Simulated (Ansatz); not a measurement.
# TiAl: a tetragonal deformation path

An exercise on one series of results from a longer session: the logs are not shown, and one member is left open.

Program: Ansatz 0.2.0. Level of theory: DFT LDA, scalar-relativistic, plane waves, PAW. These are calculated values, not measurements.

### The system as given

The structure is tetragonal, space group P4/mmm (No. 123). Conventional cell: a = 2.837 Å, b = 2.837 Å, c = 4.059 Å, α = 90.00°, β = 90.00°, γ = 90.00°. Ti (site symmetry 4/mmm) is surrounded by 4 Ti at 2.84 Å and 8 Al at 2.85 Å. Around Al (site symmetry 4/mmm) lie 4 Al at 2.84 Å and 8 Ti at 2.85 Å.

As a file:

```cif
data_structure
_symmetry_space_group_name_H-M 'P 1'
_symmetry_Int_Tables_number 1
_cell_length_a 2.8373
_cell_length_b 2.8373
_cell_length_c 4.0591
_cell_angle_alpha 90.000
_cell_angle_beta 90.000
_cell_angle_gamma 90.000
_cell_volume 32.68
loop_
_atom_site_label
_atom_site_type_symbol
_atom_site_fract_x
_atom_site_fract_y
_atom_site_fract_z
_atom_site_occupancy
Ti1 Ti 0.00000 0.00000 0.00000 1
Al1 Al 0.50000 0.50000 0.50000 1
```

The cell is taken as given, not relaxed at this level.

The first run:

input.yaml

```yaml
crystal:
  lattice:
    - [2.8373, 0.0, 0.0]
    - [0.0, 2.8373, 0.0]
    - [0.0, 0.0, 4.0591]
  atoms:
    - { symbol: Ti, position: [0.0, 0.0, 0.0] }
    - { symbol: Al, position: [0.5, 0.5, 0.5] }
basis:
  ecutwfc: 420
kpoints:
  mp_grid: { grid: [10, 10, 8] }
hamiltonian:
  xc: lda
scf:
  occupations: { method: gaussian, width: 0.15 }
output:
  forces: true
  stress: true
  eigenvalues: true
```

Launch:

```
$ ansatz run input.yaml --threads 1 --pin off --max-ram 2560MiB --backend cpu --events-out ev --progress --plain --runs-dir out
```

Steps of the session up to this table: The reference: the undisturbed cell on the scan's mesh; ρ = 0.850; ρ = 1.200; ρ = 0.920; Point ρ = 1.100; Point ρ = 0.960; Point ρ = 1.050; Point ρ = 0.800; At ρ = 1.300.

One of the session's tables, all rows but one given; the rest of the session is left out.

| ρ | ΔE (meV/atom) | pressure (GPa) |
| --- | --- | --- |
| 0.800 | 97.3 | -7.4 |
| 0.850 | 60.8 | -7.4 |
| 0.920 | 20.4 | -7.5 |
| 0.960 | ? | ? |
| 1.000 | 0.0 | -7.3 |
| 1.050 | 2.4 | -7.3 |
| 1.100 | 17.4 | -7.3 |
| 1.200 | 84.6 | -6.9 |
| 1.300 | 207.8 | -5.4 |

Q: Estimate the row for ρ = 0.960 from the others.

Worked estimate for «ΔE (meV/atom)». A straight line through the neighbours (0.920, 20.4) and (1.000, 0.0) gives 20.4 + (0.0 − 20.4) × (0.960 − 0.920) / (1.000 − 0.920) = 10.2; a parabola fitted to 4 rows on both sides gives 6.7.

**Answer.** ΔE (meV/atom): 7.0; pressure (GPa): -7.4. In «ΔE (meV/atom)» the line misses by +3.2 and the parabola by -0.3.
